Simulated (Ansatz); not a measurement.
# F2H4OSSi2: the cost of one run

Method: RKS PBE0/6-31G, in Ansatz 0.2.0.

1 further run of the same task is left out (it didn't finish).

**1. The system as given**

Bond lengths: F1–Si2 1.591 Å, Si2–F3 1.616 Å, Si2–O4 1.653 Å, O4–Si5 1.688 Å, Si5–S6 2.163 Å, Si2–H7 1.510 Å, Si5–H8 1.466 Å, Si5–H9 1.504 Å, S6–H10 1.367 Å. Angles: F1–Si2–F3 109.1°, F1–Si2–O4 112.5°, F1–Si2–H7 108.1°, F3–Si2–O4 108.6°, F3–Si2–H7 111.0°, O4–Si2–H7 107.5°, Si2–O4–Si5 131.5°, O4–Si5–S6 105.7°, O4–Si5–H8 110.6°, O4–Si5–H9 111.5°, S6–Si5–H8 108.0°, S6–Si5–H9 106.0°, H8–Si5–H9 114.5°, Si5–S6–H10 96.1°.

Coordinates:

```xyz
10

F    -0.4404   -2.5265    0.6314
Si    0.6599   -1.7083   -0.1764
F     0.4683   -1.9837   -1.7568
O     0.5614   -0.0797    0.0907
Si   -0.6595    1.0376   -0.2419
S     0.0601    2.9340    0.5081
H     2.0209   -2.1634    0.2918
H    -0.8583    1.1684   -1.6887
H    -1.9109    0.7322    0.5339
H     0.1816    2.5381    1.8108
```

**2. Relaxing end A**

input.yaml reads:

```yaml
crystal:
  periodic: [false, false, false]
  atoms:
    - { symbol: F, position_ang: [-0.4404, -2.5265, 0.6314] }
    - { symbol: Si, position_ang: [0.6599, -1.7083, -0.1764] }
    - { symbol: F, position_ang: [0.4683, -1.9837, -1.7568] }
    - { symbol: O, position_ang: [0.5614, -0.0797, 0.0907] }
    - { symbol: Si, position_ang: [-0.6595, 1.0376, -0.2419] }
    - { symbol: S, position_ang: [0.0601, 2.934, 0.5081] }
    - { symbol: H, position_ang: [2.0209, -2.1634, 0.2918] }
    - { symbol: H, position_ang: [-0.8583, 1.1684, -1.6887] }
    - { symbol: H, position_ang: [-1.9109, 0.7322, 0.5339] }
    - { symbol: H, position_ang: [0.1816, 2.5381, 1.8108] }
basis:
  gaussian: { orbitals: "6-31G" }
hamiltonian:
  xc: pbe0
relax:
  f_tol: 0.015
  max_steps: 40
```

On the command line:

```sh
ansatz run input.yaml --threads 1 --pin off --max-ram 2048MiB --backend cpu --events-out ev --progress --plain --runs-dir out
```

Q: Estimate wall time and peak memory on 1 thread of Arm Neoverse N1, shared host.

About 89 s, with a peak of 0.18 GiB.
